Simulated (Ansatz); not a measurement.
# Se (Selenium): how the settings move a relaxation

Question: which choices in the input matter for Se (Selenium)?

Method: reference: DFT, PBEsol, PAW with Ansatz's default frozen-core files, scalar-relativistic; relaxation of cell and atoms, in Ansatz 0.2.0.

### Step 1. The system as given

Symmetry: R-3m, No. 166, trigonal system. The conventional cell has a = 3.850 Å, b = 3.850 Å, c = 2.645 Å, α = 90.00°, β = 90.00°, γ = 120.00°. Around Se (site symmetry -3m) lie 8 Se at 2.39 to 2.65 Å.

Coordinates:

```
Se
1.0
     1.92500    1.11140    0.88167
    -1.92500    1.11140    0.88167
     0.00000   -2.22280    0.88167
Se
1
Direct
  0.00000 0.00000 0.00000
```

### Step 2. The reference run

The input, input.yaml:

```yaml
crystal:
  lattice:
    - [1.92500000001, 1.11139926819, 0.8816666667]
    - [-1.92500000001, 1.11139926819, 0.8816666667]
    - [0.0, -2.22279853639, 0.8816666667]
  atoms:
    - { symbol: Se, position: [0.0, 0.0, 0.0] }
kpoints:
  mp_grid: { grid: [18, 18, 18] }
scf:
  occupations: { method: fermi_dirac, width: 0.05 }
hamiltonian:
  xc: pbesol
  pseudopotentials: { kind: paw }
relax:
  f_tol: 0.002
  max_steps: 80
  cell: {}
output:
  forces: true
  stress: true
```

Run with:

```console
$ ansatz run input.yaml --threads 2 --pin off --max-ram 6144MiB --backend cpu --events-out ev --progress --plain --runs-dir out
```

### Step 3. Variant: starting moments, ecutwfc 350 eV, spin_polarized true

input.yaml: that of step 2 with these lines changed.

```diff
@@ -6,3 +6,3 @@
   atoms:
-    - { symbol: Se, position: [0.0, 0.0, 0.0] }
+    - { symbol: Se, position: [0.0, 0.0, 0.0], spin: -1.0 }
 kpoints:
@@ -21 +21,9 @@
   stress: true
+  write_density: true
+  write_potential: true
+  elf: true
+  volumetric_format: npy
+basis:
+  ecutwfc: "350 eV"
+magnetization:
+  spin_polarized: true
```

What does the calculation give? Wanted: for each run, ending; energy change; pressure; gap; force.

The runs gave:

```csv
run,ending,energy change,pressure (GPa),gap (eV),force (eV/Å),cycles,time
reference,converged,0,0.0,0.00,0.00,117,56 s
"1: starting moments, ecutwfc 350 eV, spin_polarized true",converged,+0.9 meV/atom,0.0,0.00,0.00,230,3.6 min
```

Times don't compare one to one where runs were asked for different outputs or read a saved state (see the inputs); cycles may leave out searches for a lower state.

**Reading.** Changing the spin polarisation and cutoff moves the energy by +0.9 meV/atom. The log warns that the cutoff is under what these potentials recommend, so the shift holds truncation error. Semilocal functionals close small gaps, so the missing gap need not be the real solid's. Run 1 ran under the cutoff that the potentials recommend, as the log warns, so basis error is mixed into its values.
